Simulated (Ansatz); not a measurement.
# C₃H₇GeN: one species, many methods

Aim: compute C₃H₇GeN with functionals from several rungs and with coupled cluster. The yardstick is the atomisation energy at the CCSD(T) limit.

The runs use Ansatz 0.2.0, Gaussian basis; functionals in def2-TZVPP, the program's frozen cores in correlated methods.

The runs, in order: PBE-D4, r2SCAN-D4, PBE0-D4, B3LYP-D4, ωB97X-V, ωB97M-V, B2PLYP; CCSD(T)/def2-TZVPP; MP2/def2-QZVPP; extrapolation to the limit.

**1. The geometry**

All runs share one geometry, relaxed beforehand with PBE0-D4 in a triple-zeta def2 set.

SMILES `N=C1C[CH]1[GeH3]`, 12 atoms, charge 0, spin multiplicity 1.

Atoms are counted from 1 here; the program's logs count them from 0.

Bond lengths: N1–C2 1.253 Å, N1–H6 1.022 Å, C2–C3 1.451 Å, C2–C4 1.461 Å, C3–C4 1.554 Å, C3–H7 1.085 Å, C3–H8 1.086 Å, C4–Ge5 1.946 Å, C4–H9 1.087 Å, Ge5–H10 1.537 Å, Ge5–H11 1.538 Å, Ge5–H12 1.537 Å. Angles: C2–N1–H6 110.5°, N1–C2–C3 144.5°, N1–C2–C4 151.0°, C3–C2–C4 64.5°, C2–C3–C4 58.0°, C2–C3–H7 118.4°, C2–C3–H8 119.0°, C4–C3–H7 117.5°, C4–C3–H8 117.9°, H7–C3–H8 114.5°, C2–C4–C3 57.4°, C2–C4–Ge5 120.6°, C2–C4–H9 116.6°, C3–C4–Ge5 119.5°, C3–C4–H9 115.8°, Ge5–C4–H9 115.0°, C4–Ge5–H10 110.4°, C4–Ge5–H11 109.9° and more.

**2. PBE-D4 (GGA)**

Contents of in.yaml:

```yaml
crystal:
  periodic: [false, false, false]
  atoms:
    - {symbol: N, position_ang: [-1.888396, 0.955719, 1.112617]}
    - {symbol: C, position_ang: [-0.784379, 0.393676, 0.921792]}
    - {symbol: C, position_ang: [0.062267, -0.714504, 1.322820]}
    - {symbol: C, position_ang: [0.507702, 0.312759, 0.245228]}
    - {symbol: Ge, position_ang: [0.616940, -0.240685, -1.617007]}
    - {symbol: H, position_ang: [-1.978894, 1.779072, 0.514411]}
    - {symbol: H, position_ang: [0.549937, -0.668174, 2.291181]}
    - {symbol: H, position_ang: [-0.191979, -1.717471, 0.993460]}
    - {symbol: H, position_ang: [1.265597, 1.027155, 0.557783]}
    - {symbol: H, position_ang: [0.375848, 0.959906, -2.546698]}
    - {symbol: H, position_ang: [2.005540, -0.835033, -1.905888]}
    - {symbol: H, position_ang: [-0.463285, -1.307620, -1.855599]}
basis:
  gaussian: {orbitals: def2-TZVPP}
hamiltonian: {xc: pbe, dispersion: d4}
output: {forces: true, orbitals: {seedname: orbitals}}
```

Command:

```console
ansatz run in.yaml --threads 4 --pin off --events-out ev --progress --plain --max-ram 10444MiB
```

After this run come: r2SCAN-D4 (meta-GGA); PBE0-D4 (hybrid); B3LYP-D4 (hybrid); ωB97X-V (range-separated); ωB97M-V (range-separated); B2PLYP (double hybrid); CCSD(T) in def2-TZVPP; MP2 in def2-QZVPP.

**Question.** What will the summary of the whole plan be? Wanted: atomisation energy, CCSD(T)/CBS; farthest; mean size of error, hybrid; mean size of error, range-separated; gap, smallest and largest; T1 diagnostic; triples share of the correlation energy.

**Answer**, as computed:

| quantity | value |
| --- | --- |
| atomisation energy, CCSD(T)/CBS | 4397.4 kJ/mol |
| functionals within 44.0 kJ/mol (1.0 %) | r2SCAN-D4, PBE0-D4, B3LYP-D4, ωB97X-V, ωB97M-V, B2PLYP |
| farthest | PBE-D4 (+128.0 kJ/mol) |
| mean size of error, hybrid | 23.6 kJ/mol |
| mean size of error, range-separated | 20.0 kJ/mol |
| gap, smallest and largest | 4.22 eV (PBE-D4), 11.26 eV (ωB97X-V) |
| T1 diagnostic | 0.0120 |
| triples share of the correlation energy | 4.2 % |

**Reading.** PBE-D4 misses by +128.0 kJ/mol. Double hybrids carry the basis error of their MP2 part in triple zeta, and no dispersion term here, so their miss is partly the set-up's. Misses under about 44.0 kJ/mol are within the doubt on the reference itself, which lacks core-valence correlation, relativity and higher excitations, and its outer-core shells are covered unevenly. Hartree-Fock recovers 70 % of the binding; the rest is correlation. The gap grows from 4.2 to 11.3 eV across the functionals, mostly with the share of exact exchange. Correlated methods include outer-core shells of Ge, which these sets cover unevenly.
